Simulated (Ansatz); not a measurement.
**C₂H₉ClSi₂: a ladder of functionals and wavefunction methods**

How much do the methods differ for C₂H₉ClSi₂? The plan is to run it at one geometry with functionals of several rungs and with coupled cluster, and see how far each lands from CCSD(T) at the basis-set limit for the atomisation energy.

Program: Ansatz 0.2.0, Gaussian basis. Level of theory: functionals in def2-TZVPP, the program's frozen cores in correlated methods. These are calculated values, not measurements.

Plan: PBE-D4, r2SCAN-D4, PBE0-D4, B3LYP-D4, ωB97X-V, ωB97M-V, B2PLYP; CCSD(T)/def2-TZVPP; MP2/def2-QZVPP; extrapolation to the limit.

## 1. Structure used throughout

An earlier PBE0-D4 in a triple-zeta def2 set relaxation fixed the geometry.

SMILES `C[SiH2][SiH](C)Cl`, 14 atoms, charge 0, spin multiplicity 1.

Atoms are counted from 1 here; the program's logs count them from 0.

Bond lengths: C1–Si2 1.874 Å, C1–H6 1.092 Å, C1–H7 1.092 Å, C1–H8 1.092 Å, Si2–Si3 2.341 Å, Si2–H9 1.492 Å, Si2–H10 1.491 Å, Si3–C4 1.864 Å, Si3–Cl5 2.079 Å, Si3–H11 1.489 Å, C4–H12 1.094 Å, C4–H13 1.092 Å, C4–H14 1.092 Å. Angles: Si2–C1–H6 110.3°, Si2–C1–H7 110.9°, Si2–C1–H8 110.8°, H6–C1–H7 108.4°, H6–C1–H8 108.1°, H7–C1–H8 108.3°, C1–Si2–Si3 111.0°, C1–Si2–H9 110.8°, C1–Si2–H10 110.7°, Si3–Si2–H9 108.8°, Si3–Si2–H10 107.9°, H9–Si2–H10 107.4°, Si2–Si3–C4 114.1°, Si2–Si3–Cl5 106.6°, Si2–Si3–H11 111.2°, C4–Si3–Cl5 108.6°, C4–Si3–H11 110.0°, Cl5–Si3–H11 105.9° and more.

## 2. PBE-D4 (GGA)

The input, in.yaml:

```yaml
crystal:
  periodic: [false, false, false]
  atoms:
    - {symbol: C, position_ang: [-0.876786, 2.384475, 0.017680]}
    - {symbol: Si, position_ang: [0.087934, 0.955606, 0.751364]}
    - {symbol: Si, position_ang: [-0.186470, -0.986305, -0.526141]}
    - {symbol: C, position_ang: [0.918470, -2.397728, -0.013968]}
    - {symbol: Cl, position_ang: [0.260159, -0.472745, -2.490454]}
    - {symbol: H, position_ang: [-0.565243, 2.560731, -1.014016]}
    - {symbol: H, position_ang: [-0.712149, 3.300196, 0.589499]}
    - {symbol: H, position_ang: [-1.947409, 2.168895, 0.017006]}
    - {symbol: H, position_ang: [-0.356292, 0.678100, 2.148916]}
    - {symbol: H, position_ang: [1.544283, 1.271543, 0.799866]}
    - {symbol: H, position_ang: [-1.607941, -1.429794, -0.534804]}
    - {symbol: H, position_ang: [0.678728, -2.708955, 1.006624]}
    - {symbol: H, position_ang: [1.968052, -2.098748, -0.045271]}
    - {symbol: H, position_ang: [0.781561, -3.254370, -0.677399]}
basis:
  gaussian: {orbitals: def2-TZVPP}
hamiltonian: {xc: pbe, dispersion: d4}
output: {forces: true, orbitals: {seedname: orbitals}}
```

On the command line:

```sh
ansatz run in.yaml --threads 2 --pin off --events-out ev --progress --plain --max-ram 22528MiB --backend cuda --devices 0, --max-vram 18GiB
```

After this run come: r2SCAN-D4 (meta-GGA); PBE0-D4 (hybrid); B3LYP-D4 (hybrid); ωB97X-V (range-separated); ωB97M-V (range-separated); B2PLYP (double hybrid); CCSD(T) in def2-TZVPP; MP2 in def2-QZVPP.

Before running them: what should the planned runs give, taken together? Wanted: atomisation energy, CCSD(T)/CBS; farthest; mean size of error, hybrid; mean size of error, range-separated; gap, smallest and largest; T1 diagnostic; triples share of the correlation energy.

**Answer**, as computed:

```
                               quantity                                                   value
        atomisation energy, CCSD(T)/CBS                                           4858.8 kJ/mol
 functionals within 24.3 kJ/mol (0.5 %)  PBE-D4, r2SCAN-D4, PBE0-D4, B3LYP-D4, ωB97X-V, ωB97M-V
                               farthest                                   B2PLYP (-70.2 kJ/mol)
             mean size of error, hybrid                                             10.0 kJ/mol
    mean size of error, range-separated                                             14.8 kJ/mol
              gap, smallest and largest                    5.54 eV (PBE-D4), 11.80 eV (ωB97X-V)
                          T1 diagnostic                                                  0.0102
triples share of the correlation energy                                                   3.8 %
```

In words: PBE-D4 misses by +13.9 kJ/mol. Double hybrids carry the basis error of their MP2 part in triple zeta, and no dispersion term here, so their miss is partly the set-up's. The reference freezes the cores and leaves out relativity and excitations past (T), so misses under about 24.3 kJ/mol can't be ranked. Hartree-Fock recovers 77 % of the binding; the rest is correlation. The gap grows from 5.5 to 11.8 eV across the functionals, mostly with the share of exact exchange.
